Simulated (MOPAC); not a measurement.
# PM7-HH (COSMO hexane) run of CH4Cl3GeN (SMILES C[NH][Ge]([Cl])([Cl])[Cl])

We compute a geometry optimisation of CH4Cl3GeN. 

Program for the calculation: MOPAC 23.2.5.

3 further runs of the same task are left out: 3 set aside as unsound or not needed.

## (1) The system as given

CH4Cl3GeN has 10 atoms, charge 0, and is taken as a singlet. As SMILES, `C[NH][Ge]([Cl])([Cl])[Cl]`. Geometry: a rough force-field guess. The run starts from this shape.

Bond lengths: C1–N2 1.481 Å, N2–Ge3 1.901 Å, Ge3–Cl4 2.089 Å, Ge3–Cl5 2.173 Å, Ge3–Cl6 2.166 Å, C1–H7 1.064 Å, C1–H8 1.098 Å, C1–H9 1.176 Å, N2–H10 1.026 Å. Some angles: C1–N2–Ge3 111.6°, N2–Ge3–Cl4 109.1°, N2–Ge3–Cl5 107.8°, N2–Ge3–Cl6 109.3°, Cl4–Ge3–Cl5 108.9°, Cl4–Ge3–Cl6 112.5°, Cl5–Ge3–Cl6 109.1°, C1–N2–H10 106.4°, Ge3–N2–H10 107.4°, N2–C1–H7 110.8°.

## (2) A structure relaxation at PM7-HH (COSMO hexane)

Contents of input.mop:

```
EPS=1.88 SINGLET GNORM=0.1 CYCLES=200 PM7-HH AUX(PRECISION=6) T=10M THREADS=1
CH4Cl3GeN

C     0.000000  0    0.000000  0    0.000000  0   0   0   0
N     1.481458  1    0.000000  0    0.000000  0   1   0   0
Ge    1.901171  1  111.578440  1    0.000000  0   2   1   0
Cl    2.088858  1  109.075310  1  -61.387660  1   3   2   1
Cl    2.173159  1  107.839040  1 -179.494050  1   3   2   1
Cl    2.166297  1  109.338540  1   61.981650  1   3   2   1
H     1.063712  1  110.760550  1  179.607000  1   1   2   3
H     1.098048  1  112.581540  1  119.865450  1   1   7   2
H     1.176309  1  109.949740  1  122.280070  1   1   7   8
H     1.026166  1  106.356050  1   62.731250  1   2   1   7
```

Launch:

```bash
$ mopac input.mop
```

What values should one expect? Wanted: dipole moment; HOMO energy; LUMO energy; HOMO–LUMO gap; heat of formation.

Answer, from the run:

Level: PM7-HH (COSMO hexane).

| quantity | value |
| --- | --- |
| dipole moment | 3.83 D |
| HOMO energy | -9.79 eV |
| LUMO energy | -2.18 eV |
| HOMO–LUMO gap | 7.61 eV |
| heat of formation | -90.0 kcal/mol |

What this shows: At the final geometry: Bond lengths: C1–N2 1.466 Å, N2–Ge3 1.748 Å, Ge3–Cl4 2.114 Å, Ge3–Cl5 2.101 Å, Ge3–Cl6 2.091 Å, C1–H7 1.125 Å, C1–H8 1.121 Å, C1–H9 1.124 Å, N2–H10 1.014 Å. Some angles: C1–N2–Ge3 115.8°, N2–Ge3–Cl4 114.6°, N2–Ge3–Cl5 110.7°, N2–Ge3–Cl6 109.2°, Cl4–Ge3–Cl5 109.4°, Cl4–Ge3–Cl6 104.7°, Cl5–Ge3–Cl6 107.8°, C1–N2–H10 114.2°, Ge3–N2–H10 117.4°, N2–C1–H7 107.4°. The optimisation took 35 steps and changed the energy by -0.471 eV.
